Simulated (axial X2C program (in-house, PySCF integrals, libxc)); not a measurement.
# TeSn: properties at the nuclei

Aim: properties at the nuclei of TeSn, with spin–orbit coupling in the Hamiltonian from the start.

Program: an in-house X2C program for linear molecules on PySCF integrals. Level of theory: two-component X2C with atomic mean-field terms, Te dyall-cv3z, Sn dyall-cv3z. These are calculated values, not measurements.

### Step 1. The job

Contents of task.json:

```json
{"zs": [52, 50], "q": 0, "bas": ["dyall-cv3z", "dyall-cv3z"], "r0": 2.58, "levels": ["PBE0", "HF", "PBE50", "LDA", "B3LYP"], "nst": 3}
```

Keys: zs atomic numbers; q charge; bas basis sets; r0 starting distance in Å; levels methods (HF also brings MP2); nst determinants followed.

Command:

```console
python soeom.py task.json out
```

Further steps of the session: Expectation values, lowest determinant; Expectation values, a higher determinant; Expectation values, a higher determinant.

Q: Predict the outcome of this session. Wanted: lowest determinant; qzz Te; qzz Sn; μ; higher determinant; Eeff magnitude; Ws magnitude Te; A∥/gI Te (for each run or level that gives them).

**Answer**, as computed:

```
                                        quantity                                            value
                              lowest determinant                             Ω = 0 (closed shell)
                             qzz Te (a.u.), PBE0                                            -0.15
                             qzz Sn (a.u.), PBE0                                            -5.99
                                     μ (D), PBE0                                             2.43
                              higher determinant  Ω = 1 (excess of +ω over −ω: ω = -1/2, ω = 3/2)
Eeff magnitude (GV/cm), PBE0, higher determinant                                             1.24
 Ws magnitude Te (kHz), PBE0, higher determinant                                            0.495
        A∥/gI Te (MHz), PBE0, higher determinant                                              411
         qzz Te (a.u.), PBE0, higher determinant                                            -2.56
                              higher determinant   Ω = 2 (excess of +ω over −ω: ω = 1/2, ω = 3/2)
Eeff magnitude (GV/cm), PBE0, higher determinant                                           0.0077
 Ws magnitude Te (kHz), PBE0, higher determinant                                           0.0642
        A∥/gI Te (MHz), PBE0, higher determinant                                              492
         qzz Te (a.u.), PBE0, higher determinant                                            -2.10
```

The expectation values come from single determinants, which for open shells can mix terms of unlike spin or miss the lowest Ω, so a determinant need not be a state. Eeff is the effective electric field on the electron dipole moment in this Ω state and Ws the scalar–pseudoscalar constant (defined with the proton number Z and per Ω); A∥ is the parallel hyperfine constant, which follows by multiplying with the nuclear g factor gI = μI/(I μN); qzz is the electric field gradient, eQq0 = 234.96 MHz × Q/barn × qzz; μ is positive if Sn is the positive end. The operators were transformed with the bare-nucleus X2C matrices.
